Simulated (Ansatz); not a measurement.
# Ge₂H₂ (triplet): from Hartree-Fock to the top rungs at distance Ge1–H3 = 1.262 Å, cc-pVDZ

How much of the correlation energy of Ge₂H₂ (triplet) does each wave-function method recover here?

Computed with Ansatz 0.2.0, Gaussian basis. Level: cc-pVDZ, core rule «outside noble gas», up to 28 orbitals frozen.

To be run: UHF; CCSD(T) on ROHF; CCSD(T) on UHF; BCCD(T) on ROHF; CISD; CCSDT(Q) on ROHF; CCSDT(Q) on UHF; CASSCF and MRCISD+Q, 4 electrons in 4 orbitals; CASSCF and NEVPT2, 4 electrons in 4 orbitals; CASSCF and MRCISD+Q, 10 electrons in 10 orbitals; CASSCF and NEVPT2, 10 electrons in 10 orbitals.

33 further runs of the same task are left out: 1 for a mislabelled method, 27 that didn't finish, 5 set aside as unsound or not needed.

## (1) The geometry

The geometry derives from a PBE0/def2-TZVP stationary point (not a proven minimum). One bond is set to the value named and the two fragments are kept rigid. No spin-orbit coupling is included. The filled d shell of Ge may be among the frozen orbitals whatever the setting's name suggests; the logs give the count.

4 atoms, charge 0, spin multiplicity 3.

Atoms are counted from 1 here; the program's logs count them from 0.

Bond lengths: Ge1–Ge2 2.407 Å, Ge1–H3 1.262 Å, Ge2–H4 1.581 Å. Angles: Ge2–Ge1–H3 103.7°, Ge1–Ge2–H4 103.7°.

## (2) UHF

Input file in.yaml:

```yaml
crystal:
  periodic: [false, false, false]
  atoms:
    - {symbol: Ge, position_ang: [0.000000, -0.060397, 1.202334]}
    - {symbol: Ge, position_ang: [0.000000, 0.064581, -1.201084]}
    - {symbol: H, position_ang: [0.000000, 1.148760, 1.563699]}
    - {symbol: H, position_ang: [0.000000, -1.450347, -1.653831]}
basis:
  gaussian: {orbitals: cc-pVDZ}
magnetization: {spin_polarized: true, initial_magnetization: 2}
hamiltonian: {xc: hf}
output: {orbitals: {seedname: orbitals}}
```

The run is started by

```bash
> ansatz run in.yaml --threads 1 --pin off --events-out ev --progress --plain --max-ram 2393MiB
```

After this run come: CCSD(T) on ROHF; CCSD(T) on UHF; BCCD(T) on ROHF; CISD; CCSDT(Q) on ROHF; CCSDT(Q) on UHF; CASSCF and MRCISD+Q, 4 electrons in 4 orbitals; CASSCF and NEVPT2, 4 electrons in 4 orbitals; CASSCF and MRCISD+Q, 10 electrons in 10 orbitals; CASSCF and NEVPT2, 10 electrons in 10 orbitals.

Q: Predict the results of all the runs planned. Wanted: UCCSDT(Q) below the RHF energy; RMP2 from UCCSDT(Q); UMP2 from UCCSDT(Q); RCCSD from UCCSDT(Q); RCCSD(T) from UCCSDT(Q); UCCSD(T) from UCCSDT(Q); RCCSDT(Q) from UCCSDT(Q); NEVPT2 pair from UCCSDT(Q); MRCISD+Q pair from UCCSDT(Q).

As calculated:

| quantity | value |
| --- | --- |
| UCCSDT(Q) below the RHF energy | -5.3109 eV |
| RMP2 from UCCSDT(Q) | +29.72 kcal/mol |
| UMP2 from UCCSDT(Q) | +28.69 kcal/mol |
| RCCSD from UCCSDT(Q) | +6.10 kcal/mol |
| RCCSD(T) from UCCSDT(Q) | +1.64 kcal/mol |
| UCCSD(T) from UCCSDT(Q) | +1.35 kcal/mol |
| RCCSDT(Q) from UCCSDT(Q) | +0.15 kcal/mol |
| NEVPT2 pair from UCCSDT(Q) | +24.33 kcal/mol |
| MRCISD+Q pair from UCCSDT(Q) | +1.85 kcal/mol |
| NEVPT2 valence from UCCSDT(Q) | +20.01 kcal/mol |
| levels within 1 kcal/mol (43 meV) | RCCSDT, UCCSDT, RCCSDT(Q), MRCISD+Q valence |
| T1 diagnostic | 0.058 |
| effectively unpaired electrons | 2.06 |

**Reading.** RCCSD(T) misses by +1.64 kcal/mol, 1.3 % of the correlation energy. The occupations are near whole numbers, but T1 = 0.058 shows that the orbitals relax strongly. Of the multireference levels listed MRCISD+Q valence comes nearest in total energy (+0.24 kcal/mol), which doesn't show that its space is the better one. These misses are within one basis, not against nature; the frozen cores of restricted and unrestricted runs differ, which can shift their rows.
